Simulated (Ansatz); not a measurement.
Turn this script for the Python package of Ansatz (0.2.0) into the input file that the command-line program reads.

`relax_h6cnf.py`
```python
"""Ionic relaxation of H6CNF."""

import json

import ansatz as az
from ase.data import atomic_numbers
import numpy as np
import spglib

lattice = az.Lattice.of(
    (2.24327493, 1.29515538, 4.55075377),
    (-2.24327493, 1.29515538, 4.55075377),
    (0.0, -2.59031076, 4.55075377),
)
sites = [
    ("H", (0.771471, 0.385769, 0.771471)),
    ("H", (0.385769, 0.771471, 0.771471)),
    ("H", (0.348471, 0.348471, 0.745603)),
    ("H", (0.771471, 0.771471, 0.385769)),
    ("H", (0.745603, 0.348471, 0.348471)),
    ("H", (0.348471, 0.745603, 0.348471)),
    ("C", (0.508479, 0.508479, 0.508479)),
    ("N", (0.617171, 0.617171, 0.617171)),
    ("F", (0.001629, 0.001629, 0.001629)),
]
xtal = az.Crystal(lattice=lattice)
for symbol, position in sites:
    xtal = xtal.atom(symbol, position)
# a displaced start

base = (
    xtal.move(3, to=(0.78904966, 0.76676081, 0.37290053)).calculation()
    .functional("PBEsol")
    .basis(550)
    .kpoints(density=2.2)
    .occupations("Fixed")
    .relax(force_tolerance=0.01)
)
outcome = base.run(threads=1, events_out="events.ndjson")
with open("events.ndjson") as stream:
    events = [json.loads(line) for line in stream]
steps = [e["data"] for e in events if e["event"] == "relax_step"]
report = outcome.report
for s in steps:
    flag = "" if s["accepted"] else "  (rejected)"
    print("step %2d  E = %.5f eV  Fmax = %.4f eV/A%s" % (s["step"], s["lagrangian_ev"], s["allowed_force_max_ev_ang"], flag))

first, last = steps[0], steps[-1]
symbols = [site.symbol for site in outcome.lattice.sites]
print(f"energy gained {first['lagrangian_ev'] - last['lagrangian_ev']:.4f} eV in {len(steps) - 1} steps")

fractions = [site.position_frac for site in outcome.lattice.sites]
numbers = [atomic_numbers[s] for s in symbols]
for tolerance in (1e-3, 1e-2, 1e-1):
    print(f"space group at {tolerance} A:", spglib.get_spacegroup((outcome.lattice.cell_ang, fractions, numbers), symprec=tolerance))

print("atom   start x y z (A)              end x y z (A)")
for symbol, a, b in zip(symbols, first["positions_ang"], last["positions_ang"]):
    print(f"{symbol:3s}", " ".join(f"{v:8.4f}" for v in a), "  ", " ".join(f"{v:8.4f}" for v in b))

print(f"free energy      {report['free_energy_ev']:.5f} eV")
print(f"per atom         {report['free_energy_ev'] / len(outcome.lattice.sites):.5f} eV")
print(f"SCF iterations   {report['n_iterations']}  (converged: {report['converged']})")
```

```console
$ python relax_h6cnf.py
step  1  E = -1522.49542 eV  Fmax = 1.0691 eV/A
step  2  E = -1522.51889 eV  Fmax = 0.4451 eV/A
step  3  E = -1522.52319 eV  Fmax = 0.0752 eV/A
step  4  E = -1522.52447 eV  Fmax = 0.0525 eV/A
step  5  E = -1522.52471 eV  Fmax = 0.0019 eV/A
step  6  E = -1522.52471 eV  Fmax = 0.0019 eV/A
energy gained 0.0293 eV in 5 steps
space group at 0.001 A: Cm (8)
space group at 0.01 A: R3m (160)
space group at 0.1 A: R3m (160)
atom   start x y z (A)              end x y z (A)
H     0.8652  -0.4995   8.7771      0.8775  -0.4952   8.7767
H    -0.8652  -0.4995   8.7771     -0.8663  -0.4952   8.7767
H     0.0000  -1.0287   6.5647      0.0059  -1.0290   6.5677
H     0.0500   1.0491   8.7771      0.0056   1.0152   8.7738
H     0.8909   0.5143   6.5647      0.8983   0.5182   6.5630
H    -0.8909   0.5143   6.5647     -0.8878   0.5175   6.5631
C     0.0000   0.0000   6.9419      0.0055   0.0034   6.9476
N     0.0000   0.0000   8.4258      0.0056   0.0076   8.4239
F     0.0000   0.0000   0.0222      0.0056   0.0076   0.0226
free energy      -1522.52471 eV
per atom         -169.16941 eV
SCF iterations   2  (converged: True)
```

`input.yaml`:
```yaml
crystal:
  lattice:
    - [2.24327493, 1.29515538, 4.55075377]
    - [-2.24327493, 1.29515538, 4.55075377]
    - [0.0, -2.59031076, 4.55075377]
  atoms:
    - { symbol: H, position: [0.771471, 0.385769, 0.771471] }
    - { symbol: H, position: [0.385769, 0.771471, 0.771471] }
    - { symbol: H, position: [0.348471, 0.348471, 0.745603] }
    - { symbol: H, position: [0.78904966, 0.76676081, 0.37290053] }
    - { symbol: H, position: [0.745603, 0.348471, 0.348471] }
    - { symbol: H, position: [0.348471, 0.745603, 0.348471] }
    - { symbol: C, position: [0.508479, 0.508479, 0.508479] }
    - { symbol: "N", position: [0.617171, 0.617171, 0.617171] }
    - { symbol: F, position: [0.001629, 0.001629, 0.001629] }
basis:
  ecutwfc: 550.0
kpoints:
  mp_grid: { kspacing: 0.4545454545455 }
hamiltonian:
  xc: pbesol
scf:
  occupations: { method: fixed }
relax:
  f_tol: 0.01
```

The program run on that file:
```console
$ ansatz run input.yaml --threads 1 --pin off --max-ram 3072MiB --backend cpu --events-out ev --progress --plain --runs-dir out
Engine: ansatz 0.2.0, x86_64-unknown-linux-gnu
Pseudopotentials: kind: paw
Pseudopotential: H, paw, valence charge 1, recommended cutoff 420 eV (normal), H.paw.azcp
Pseudopotential: C, paw, valence charge 4, recommended cutoff 420 eV (normal), C.paw.azcp
Pseudopotential: N, paw, valence charge 5, recommended cutoff 420 eV (normal), N.paw.azcp
Pseudopotential: F, paw, valence charge 7, recommended cutoff 420 eV (normal), F.paw.azcp
Functional definition: PBEsol
  exchange = pbesol_x
  correlation = pbesol_c
Crystal: 9 atoms, lattice volume = 79.330 Å³
Basis set: ecut = 550 eV, 2321 PW (Γ), exchange–correlation on 90×90×90 points (8 copies of the dense FFT grid, shifted against one another)
Bands: 20, of which v1, the nominal top of the filled ones, is band 11 counted from 1 (10 counted from 0)
Symmetry: 1 space group operations
Space group: P1 (ITA 1), of the structure as read, at distance tolerance 4.3e-5 Å
k-points: 36 of 64 (time reversal used)
Non-local potential: H, projectors of the file, l = 0: 2, l = 1: 1
Non-local potential: C, projectors of the file, l = 0: 2, l = 1: 2, l = 2: 1
Non-local potential: N, projectors of the file, l = 0: 2, l = 1: 2, l = 2: 1
Non-local potential: F, projectors of the file, l = 0: 2, l = 1: 2, l = 2: 1
PAW form: soft (Blöchl's): semilocal exchange-correlation on the pseudo side does not see the compensation charge
PAW frozen core: C, regenerated for the run's functional, and the local potential with it (the file was generated under x = pbe(κ = 0.804, μ = 0.2195149727645171), c = pbe(β = 0.06672455060314922))
PAW frozen core: N, regenerated for the run's functional, and the local potential with it (the file was generated under x = pbe(κ = 0.804, μ = 0.2195149727645171), c = pbe(β = 0.06672455060314922))
PAW frozen core: F, regenerated for the run's functional, and the local potential with it (the file was generated under x = pbe(κ = 0.804, μ = 0.2195149727645171), c = pbe(β = 0.06672455060314922))
PAW one-centre angular grid: H, 110 points (default); XC on 64 Gauss nodes
PAW one-centre angular grid: C, 110 points (default); XC on 64 Gauss nodes
PAW one-centre angular grid: N, 110 points (default); XC on 64 Gauss nodes
PAW one-centre angular grid: F, 110 points (default); XC on 64 Gauss nodes
Initial density: superposition of atomic densities (neutral atoms: chi_scale 0, normalization atom), corrected by the library's trained network
Initial wavefunctions: pseudopotential atomic-orbital guess
Functional: x = pbesol(κ = 0.804, μ = 0.12345679012345678), c = pbesol(β = 0.046)
SCF iter   1: F=—  HF=-1522.497028 eV  |F-HF|=—  |Δ(HF+E_count)|=         —  Δρ=5.69e-3  dr2=1.56e-2  ethr=1.77e-3  ⟨swp⟩=4.8  Hψ=3185  notcnv=0  defer=240
preconditioner: auto → none  [insulator: Δε(μ)=5.939 eV  Ē_g=17.192 eV  n_scr=14 (ndim 8)  ℏωp=19.6 eV  f_vac=0.212  ε∞_Penn≈2.3]
SCF iter   2: F=—  HF=-1522.495336 eV  |F-HF|=—  |Δ(HF+E_count)|=   1.69e-3  Δρ=2.65e-3  dr2=3.30e-3  ethr=7.11e-5  ⟨swp⟩=2.0  Hψ=1476  notcnv=0  defer=252
SCF iter   3: F=—  HF=-1522.495261 eV  |F-HF|=—  |Δ(HF+E_count)|=   7.51e-5  Δρ=1.43e-3  dr2=8.99e-4  ethr=1.50e-5  ⟨swp⟩=2.0  Hψ=1064  notcnv=0  defer=216
automatic band count: iteration 3 solves 19 bands in place of 20: the levels show a gap, and the empty bands left out lie too high to hold charge; the band table lists the bands solved (type scf.n_extra_bands for more)
SCF iter   4: F=—  HF=-1522.495400 eV  |F-HF|=—  |Δ(HF+E_count)|=   1.39e-4  Δρ=5.39e-4  dr2=2.16e-4  ethr=4.09e-6  ⟨swp⟩=2.2  Hψ=983  notcnv=0  defer=216
SCF iter   5: F=—  HF=-1522.495409 eV  |F-HF|=—  |Δ(HF+E_count)|=   9.06e-6  Δρ=1.29e-4  dr2=1.09e-5  ethr=9.80e-7  ⟨swp⟩=2.0  Hψ=954  notcnv=0  defer=216
SCF iter   6: F=-1522.495420 eV  HF=-1522.495420 eV  |F-HF|=1.93e-7  |Δ(HF+E_count)|=   1.07e-5  Δρ=2.53e-5  dr2=3.91e-7  ethr=1.14e-8  ⟨swp⟩=5.0  Hψ=2261  notcnv=0
SCF 1 converged in 6 iterations: F = -1522.495420 eV  dr2 = 3.91e-7
  greatest PAW one-centre occupation: 0.927 electrons in one spin orbital (limit 2), on the F atom at site 8 (counted from 0), in its partial waves of l = 0
relax step   1: F+E_penalty+E_count = -1522.49542007 eV  Δ(F+E_penalty+E_count) = +0.000e0 eV  max|allowed force component| = 1.069e0 eV/Å  Δτ_max = 0.0000 Å  (6 SCF iters, dr2 threshold 2.50e-6 eV, accepted)
Initial density: handed on by an earlier stage of this run
Initial wavefunctions: those handed on with the density
iter 1 solved again at ethr=1.87e-5 eV; its pass at ethr=3.10e-3 eV (dr2=4.12e-3 eV) is discarded
SCF iter   1: F=—  HF=-1522.519571 eV  |F-HF|=—  |Δ(HF+E_count)|=         —  Δρ=3.80e-3  dr2=4.53e-3  ethr=1.87e-5  ⟨swp⟩=2.2  Hψ=2356  notcnv=0  defer=35
automatic band count: iteration 1 solves 14 bands in place of 20: the levels show a gap, and the empty bands left out lie too high to hold charge; the band table lists the bands solved (type scf.n_extra_bands for more)
preconditioner: auto → none  [insulator: Δε(μ)=6.051 eV  Ē_g=14.791 eV  n_scr=14 (ndim 8)  ℏωp=19.6 eV  f_vac=0.209  ε∞_Penn≈2.7]
SCF iter   2: F=—  HF=-1522.518844 eV  |F-HF|=—  |Δ(HF+E_count)|=   7.27e-4  Δρ=1.72e-3  dr2=6.83e-4  ethr=1.87e-5  ⟨swp⟩=2.0  Hψ=857  notcnv=0  defer=36
SCF iter   3: F=—  HF=-1522.518918 eV  |F-HF|=—  |Δ(HF+E_count)|=   7.37e-5  Δρ=6.18e-4  dr2=1.60e-4  ethr=3.10e-6  ⟨swp⟩=2.0  Hψ=936  notcnv=0  defer=36
SCF iter   4: F=—  HF=-1522.518893 eV  |F-HF|=—  |Δ(HF+E_count)|=   2.51e-5  Δρ=1.48e-4  dr2=6.99e-6  ethr=3.25e-7  ⟨swp⟩=3.0  Hψ=2304  notcnv=0
SCF iter   5: F=-1522.518893 eV  HF=-1522.518895 eV  |F-HF|=2.33e-6  |Δ(HF+E_count)|=   1.91e-6  Δρ=7.34e-5  dr2=2.90e-6  ethr=3.18e-8  ⟨swp⟩=4.7  Hψ=1683  notcnv=0
SCF 2 converged in 5 iterations: F = -1522.518893 eV  dr2 = 2.90e-6
relax step   2: F+E_penalty+E_count = -1522.51889256 eV  Δ(F+E_penalty+E_count) = -2.347e-2 eV  max|allowed force component| = 4.451e-1 eV/Å  Δτ_max = 0.0405 Å  (5 SCF iters, dr2 threshold 7.14e-5 eV, accepted)
SCF iter   1: F=—  HF=-1522.523749 eV  |F-HF|=—  |Δ(HF+E_count)|=         —  Δρ=2.21e-3  dr2=1.99e-3  ethr=3.96e-5  ⟨swp⟩=3.1  Hψ=1601  notcnv=0  defer=36
automatic band count: iteration 1 solves 14 bands in place of 20: the levels show a gap, and the empty bands left out lie too high to hold charge; the band table lists the bands solved (type scf.n_extra_bands for more)
preconditioner: auto → none  [insulator: Δε(μ)=6.044 eV  Ē_g=14.801 eV  n_scr=14 (ndim 8)  ℏωp=19.6 eV  f_vac=0.209  ε∞_Penn≈2.7]
SCF iter   2: F=—  HF=-1522.523208 eV  |F-HF|=—  |Δ(HF+E_count)|=   5.41e-4  Δρ=9.25e-4  dr2=2.51e-4  ethr=9.06e-6  ⟨swp⟩=2.6  Hψ=1175  notcnv=0  defer=36
SCF iter   3: F=—  HF=-1522.523198 eV  |F-HF|=—  |Δ(HF+E_count)|=   1.05e-5  Δρ=3.94e-4  dr2=6.53e-5  ethr=1.14e-6  ⟨swp⟩=2.1  Hψ=870  notcnv=0  defer=36
SCF iter   4: F=—  HF=-1522.523186 eV  |F-HF|=—  |Δ(HF+E_count)|=   1.15e-5  Δρ=1.23e-4  dr2=5.86e-6  ethr=5.63e-8  ⟨swp⟩=3.3  Hψ=2241  notcnv=0
SCF iter   5: F=-1522.523186 eV  HF=-1522.523186 eV  |F-HF|=7.13e-7  |Δ(HF+E_count)|=   5.15e-8  Δρ=4.70e-5  dr2=1.08e-6  ethr=2.66e-8  ⟨swp⟩=4.9  Hψ=1785  notcnv=0
SCF 3 converged in 5 iterations: F = -1522.523186 eV  dr2 = 1.08e-6
relax step   3: F+E_penalty+E_count = -1522.52318550 eV  Δ(F+E_penalty+E_count) = -4.293e-3 eV  max|allowed force component| = 7.518e-2 eV/Å  Δτ_max = 0.0123 Å  (5 SCF iters, dr2 threshold 1.24e-5 eV, accepted)
SCF iter   1: F=—  HF=-1522.525093 eV  |F-HF|=—  |Δ(HF+E_count)|=         —  Δρ=3.43e-3  dr2=3.18e-3  ethr=2.87e-4  ⟨swp⟩=3.1  Hψ=1616  notcnv=0  defer=36
automatic band count: iteration 1 solves 14 bands in place of 20: the levels show a gap, and the empty bands left out lie too high to hold charge; the band table lists the bands solved (type scf.n_extra_bands for more)
preconditioner: auto → none  [insulator: Δε(μ)=6.035 eV  Ē_g=14.792 eV  n_scr=14 (ndim 8)  ℏωp=19.6 eV  f_vac=0.209  ε∞_Penn≈2.7]
SCF iter   2: F=—  HF=-1522.524455 eV  |F-HF|=—  |Δ(HF+E_count)|=   6.39e-4  Δρ=1.55e-3  dr2=4.62e-4  ethr=1.44e-5  ⟨swp⟩=2.5  Hψ=998  notcnv=0  defer=36
SCF iter   3: F=—  HF=-1522.524482 eV  |F-HF|=—  |Δ(HF+E_count)|=   2.70e-5  Δρ=2.85e-4  dr2=2.20e-5  ethr=2.10e-6  ⟨swp⟩=2.2  Hψ=756  notcnv=0  defer=36
SCF iter   4: F=—  HF=-1522.524479 eV  |F-HF|=—  |Δ(HF+E_count)|=   2.62e-6  Δρ=1.87e-4  dr2=2.05e-5  ethr=1.00e-7  ⟨swp⟩=3.0  Hψ=966  notcnv=0  defer=2
SCF iter   5: F=-1522.524474 eV  HF=-1522.524474 eV  |F-HF|=7.95e-8  |Δ(HF+E_count)|=   5.04e-6  Δρ=2.97e-5  dr2=3.04e-7  ethr=1.61e-9  ⟨swp⟩=3.9  Hψ=2576  notcnv=0
SCF 4 converged in 5 iterations: F = -1522.524474 eV  dr2 = 3.04e-7
relax step   4: F+E_penalty+E_count = -1522.52447405 eV  Δ(F+E_penalty+E_count) = -1.289e-3 eV  max|allowed force component| = 5.255e-2 eV/Å  Δτ_max = 0.0334 Å  (5 SCF iters, dr2 threshold 3.53e-7 eV, accepted)
SCF iter   1: F=—  HF=-1522.525054 eV  |F-HF|=—  |Δ(HF+E_count)|=         —  Δρ=1.88e-3  dr2=1.23e-3  ethr=3.94e-5  ⟨swp⟩=3.0  Hψ=1587  notcnv=0  defer=36
automatic band count: iteration 1 solves 14 bands in place of 20: the levels show a gap, and the empty bands left out lie too high to hold charge; the band table lists the bands solved (type scf.n_extra_bands for more)
preconditioner: auto → none  [insulator: Δε(μ)=6.035 eV  Ē_g=14.794 eV  n_scr=14 (ndim 8)  ℏωp=19.6 eV  f_vac=0.209  ε∞_Penn≈2.7]
SCF iter   2: F=—  HF=-1522.524742 eV  |F-HF|=—  |Δ(HF+E_count)|=   3.12e-4  Δρ=8.17e-4  dr2=1.86e-4  ethr=5.59e-6  ⟨swp⟩=1.1  Hψ=796  notcnv=0  defer=36
SCF iter   3: F=—  HF=-1522.524717 eV  |F-HF|=—  |Δ(HF+E_count)|=   2.45e-5  Δρ=9.07e-5  dr2=2.43e-6  ethr=8.46e-7  ⟨swp⟩=2.8  Hψ=836  notcnv=0  defer=11
SCF iter   4: F=—  HF=-1522.524708 eV  |F-HF|=—  |Δ(HF+E_count)|=   9.11e-6  Δρ=3.40e-5  dr2=9.19e-7  ethr=7.84e-10  ⟨swp⟩=5.9  Hψ=2217  notcnv=0
SCF iter   5: F=-1522.524708 eV  HF=-1522.524708 eV  |F-HF|=6.55e-9  |Δ(HF+E_count)|=   2.56e-7  Δρ=7.88e-6  dr2=2.29e-8  ethr=7.84e-10  ⟨swp⟩=3.8  Hψ=2314  notcnv=0
SCF 5 converged in 5 iterations: F = -1522.524708 eV  dr2 = 2.29e-8
relax step   5: F+E_penalty+E_count = -1522.52470811 eV  Δ(F+E_penalty+E_count) = -2.341e-4 eV  max|allowed force component| = 1.853e-3 eV/Å  Δτ_max = 0.0098 Å  (5 SCF iters, dr2 threshold 1.73e-7 eV, accepted)
iter 1 solved again at ethr=1.04e-10 eV; its pass at ethr=3.10e-3 eV (dr2=2.28e-8 eV) is discarded
SCF iter   1: F=—  HF=-1522.524709 eV  |F-HF|=—  |Δ(HF+E_count)|=         —  Δρ=7.88e-6  dr2=2.29e-8  ethr=1.04e-10  ⟨swp⟩=1.0  Hψ=1872  notcnv=0  defer=1
automatic band count: iteration 1 solves 14 bands in place of 20: the levels show a gap, and the empty bands left out lie too high to hold charge; the band table lists the bands solved (type scf.n_extra_bands for more)
preconditioner: auto → none  [insulator: Δε(μ)=6.036 eV  Ē_g=14.794 eV  n_scr=14 (ndim 8)  ℏωp=19.6 eV  f_vac=0.209  ε∞_Penn≈2.7]
SCF iter   2: F=-1522.524708 eV  HF=-1522.524708 eV  |F-HF|=2.59e-9  |Δ(HF+E_count)|=   6.36e-7  Δρ=3.87e-6  dr2=5.36e-9  ethr=1.04e-10  ⟨swp⟩=4.0  Hψ=1656  notcnv=0
SCF 6 converged in 2 iterations: F = -1522.524708 eV  dr2 = 5.36e-9
relax step   6: F+E_penalty+E_count = -1522.52470812 eV  Δ(F+E_penalty+E_count) = -3.778e-9 eV  max|allowed force component| = 1.860e-3 eV/Å  Δτ_max = 0.0000 Å  (2 SCF iters, accepted)
SCF converged after 2 iterations
Free energy (F): -1522.524708 eV
Harris-Foulkes:  -1522.524708 eV  (|F-HF|=2.59e-9)
Internal energy: -1522.524708 eV  (E = F + TS)
E sigma→0 (E₀):  -1522.524708 eV
Fermi energy:    -2.220756 eV
--- Per-component energies (eV) ---
  E_band       = -183.412768
  E_kinetic    = 509.824380
  E_local      = -1549.475252  (includes V_loc(G=0)·N_el)
  E_nonlocal   = 156.719714
  E_hartree    = 549.912224
  E_xc         = -237.561571
  E_vxc        = -303.795949  (∫ρ·V_xc dr)
  E_paw        = -415.327260  (= ΣΔE_a)
  E_vpaw       = -96.508613  (= ΣTr[D̂ρ^β])
  E_aug_tail   = -0.000594  (compensation charges beyond the density's cutoff)
  E_ewald      = -536.707991
  E_core_change = 0.091642  (= ΣΔE_core)
  E_smearing   = -0.000000  (= −TS)
  E_closure    = -0.000000  (closes the sum)
  Σ components = -1522.524708   (vs F -1522.524708, Δ=0.00e0)
--- Forces (eV/Å), atoms counted from 1 ---
  atom   1  H     -0.00060107     0.00003001     0.00043532
  atom   2  H     -0.00021403    -0.00058331     0.00063058
  atom   3  H     -0.00003350     0.00032403    -0.00041184
  atom   4  H      0.00008292    -0.00123319     0.00126118
  atom   5  H      0.00058790     0.00062710     0.00065097
  atom   6  H     -0.00043238     0.00077381     0.00063416
  atom   7  C     -0.00011557     0.00078906    -0.00186220
  atom   8  N      0.00087520    -0.00041484    -0.00058952
  atom   9  F     -0.00014960    -0.00030148    -0.00077043
  max |Σ_I F_I| component: 2.18e-5 eV/Å
--- Relaxed structure (6 steps of the walk, 6 accepted, 0 SCFs on fresh bases) ---
  F+E_penalty+E_count = -1522.52470812 eV   max|allowed force component| = 1.860e-3 eV/Å
  atoms:
    - { symbol: H, position: [0.7747455405324296, 0.3835545175933636, 0.7703187263532988] }
    - { symbol: H, position: [0.38607257966274056, 0.7722336041791196, 0.7703295618638404] }
    - { symbol: H, position: [0.34998037957972705, 0.34734099255089, 0.745897600851781] }
    - { symbol: H, position: [0.7745414041092195, 0.7720567474011171, 0.381395700668216] }
    - { symbol: H, position: [0.7476312774793716, 0.3471961374451543, 0.3473505522639758] }
    - { symbol: H, position: [0.34944802743907977, 0.74519712474767, 0.34755878929943246] }
    - { symbol: C, position: [0.5105558033079806, 0.5081014393611037, 0.5080247429287584] }
    - { symbol: N, position: [0.6192578446335246, 0.6167637853248605, 0.6150888647517144] }
    - { symbol: F, position: [0.003880803255927332, 0.001380461396721785, -0.0002980089810168424] }
```

Notes:
- Absolute energies stand on the zero of these potentials, so only differences at equal settings mean something.
- Energy and stress may still move on a finer k-point mesh.
- Energies along a relaxation are free energies. A last row that repeats the one before re-solves the same geometry more tightly.
- The structure comes from a database of computed cells and needn't be a stable or known phase.
- Wall time of the script: 20 s on 1 thread of Intel(R) Xeon(R) Platinum 8488C (Sapphire Rapids) (shared host), peak memory 0.49 GiB.

(Lines on the test bed's own set-up are left out of the output.)
